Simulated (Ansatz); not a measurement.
Working through vertical spin-state energies of CH₆AlNSSi, SMILES C[N]1[AlH][S][SiH2]1

Computed with Ansatz 0.2.0, Python API.

Typed at the interpreter:
```pycon
>>> import ansatz as az
>>> from ase import Atoms
>>> BASIS_SET = '6-31G*'
>>> FUNCTIONAL = 'r2scan'
>>> VDW = 'd4'
>>> atoms = Atoms(['C', 'N', 'Al', 'S', 'Si', 'H', 'H', 'H', 'H', 'H', 'H'], positions=[
...     (-0.1441, 0.9472, 1.0673),
...     (0.5864, 0.0022, 0.308),
...     (-0.1939, -1.7698, 0.529),
...     (-0.7509, -1.643, -1.6593),
...     (0.2602, 0.1492, -1.458),
...     (0.1771, 2.0308, 0.8267),
...     (-0.0313, 0.8276, 2.1494),
...     (-1.2414, 0.9557, 0.8107),
...     (0.4809, -2.9975, 1.357),
...     (-0.5787, 1.3272, -1.7232),
...     (1.5012, 0.1134, -2.1869),
... ])
>>> geometry = az.Crystal.molecule_from_ase(atoms)
>>> setup = (
...     geometry.calculation()
...     .basis(gaussian=BASIS_SET)  # atom-centred Gaussian functions
...     .functional(FUNCTIONAL, dispersion=VDW)
... )
>>> found = {}
>>> for unpaired in [0, 2]:
...     r = setup.spin('collinear', total=unpaired).run(threads=1, backend='cpu').report
...     s = unpaired / 2
...     found[unpaired] = r['free_energy_ev']
...     print(f'2S+1 = {unpaired + 1}: E = {found[unpaired]:.5f} eV, <S^2> = {abs(r["mean_field"]["state"]["spin_squared"]):.3f} (pure state {s * (s + 1):.2f})')
...
2S+1 = 1: E = -27931.12993 eV, <S^2> = 0.000 (pure state 0.00)
2S+1 = 3: E = -27928.97166 eV, <S^2> = 2.008 (pure state 2.00)
>>> lowest = min(found, key=found.get)
>>> for unpaired, e in found.items():
...     print(f'multiplicity {unpaired + 1}: {(e - found[lowest]):.3f} eV above the lowest')
...
multiplicity 1: 0.000 eV above the lowest
multiplicity 3: 2.158 eV above the lowest
```

In order: multiplicity 1 (+0.00 eV) and multiplicity 3 (+2.16 eV), all at the one geometry.

Total energies depend on the basis set; only differences at equal settings carry meaning. The geometry is a force-field or estimated start, not a minimum of this method, and the basis set is short of its limit. All parts are taken at fixed geometry, without zero-point energy. Finished in 32 s on 1 thread of Intel(R) Xeon(R) Platinum 8488C (Sapphire Rapids), with other jobs on the host, peak memory 0.32 GiB.

(Lines on the test bed's own set-up are left out of the output.)
